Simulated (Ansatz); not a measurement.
**CHGeSi (doublet): the correlation ladder at a displaced geometry (v2), cc-pVDZ**

One table from this session's results is given with a row withheld; the runs are named, their logs left out.

Method: cc-pVDZ, core rule «outside noble gas», up to 20 orbitals frozen; program: Ansatz 0.2.0, Gaussian basis.

The runs, in order: UHF; CCSD(T) on ROHF; CCSD(T) on UHF; BCCD(T) on ROHF; CISD; CCSDT(Q) on ROHF; CCSDT(Q) on UHF; CASSCF and MRCISD+Q, 9 electrons in 9 orbitals; CASSCF and NEVPT2, 9 electrons in 9 orbitals.

19 further runs of the same task are left out: 6 that didn't finish, 13 set aside as unsound or not needed.

## The geometry

The geometry is a PBE0/def2-TZVP stationary point (not a proven minimum) with its atoms shifted at random (size 0.100 Å). No spin-orbit coupling is included. The filled d shell of Ge may be among the frozen orbitals whatever the setting's name suggests; the logs give the count.

4 atoms, charge 0, spin multiplicity 2.

Atoms are counted from 1 here; the program's logs count them from 0.

Bond lengths: C1–Ge2 1.933 Å, C1–Si3 1.717 Å, C1–H4 1.165 Å, Ge2–Si3 2.510 Å. Angles: Ge2–C1–Si3 86.7°, Ge2–C1–H4 125.3°, Si3–C1–H4 147.5°, C1–Ge2–Si3 43.1°, C1–Si3–Ge2 50.2°.

Set-up of the first run:

Contents of in.yaml:

```yaml
crystal:
  periodic: [false, false, false]
  atoms:
    - {symbol: C, position_ang: [0.127130, -1.090924, -0.731664]}
    - {symbol: Ge, position_ang: [-0.037744, 0.088383, 0.790781]}
    - {symbol: Si, position_ang: [0.038876, 0.318850, -1.707800]}
    - {symbol: H, position_ang: [0.121985, -2.254555, -0.684703]}
basis:
  gaussian: {orbitals: cc-pVDZ}
magnetization: {spin_polarized: true, initial_magnetization: 1}
hamiltonian: {xc: hf}
output: {orbitals: {seedname: orbitals}}
```

The run is started by

```sh
$ ansatz run in.yaml --threads 1 --pin off --events-out ev --progress --plain --max-ram 2393MiB
```

Among the steps run: UHF; CCSD(T) on ROHF; CCSD(T) on UHF; BCCD(T) on ROHF; CISD; CCSDT(Q) on ROHF; CCSDT(Q) on UHF; CASSCF and MRCISD+Q, 9 electrons in 9 orbitals; CASSCF and NEVPT2, 9 electrons in 9 orbitals.

One table of the session follows, with a row left open; its other results are not shown here.

```
   method  from UCCSDT(Q) (kJ/mol)
     ROHF                   +871.3
      UHF                   +857.3
     RMP2                   +121.3
     UMP2                   +126.7
     CISD                   +146.5
    RCCSD                    +50.5
    UCCSD                    +49.8
 RCCSD(T)                     +7.1
 UCCSD(T)                     +7.2
  BCCD(T)                     +6.7
   RCCSDT                        ?
   UCCSDT                     +4.3
RCCSDT(Q)                     +0.3
UCCSDT(Q)                        0
```

**Question.** Estimate the row for RCCSDT.

The run gave: from UCCSDT(Q) (kJ/mol): +4.5. In the column «from UCCSDT(Q) (kJ/mol)» it lies between UCCSDT (+4.3) and BCCD(T) (+6.7).

Left out of the table: CASSCF frontier, NEVPT2 frontier, MRCISD frontier, MRCISD+Q frontier (the active space lost an orbital or holds another state than full CI finds).

Limits of these values: Restricted and unrestricted rows rest on different reference determinants; where their highest levels disagree by more than a few hundredths of an eV, they describe different states and don't form one ladder. Warnings in the runs' records: passed over end.
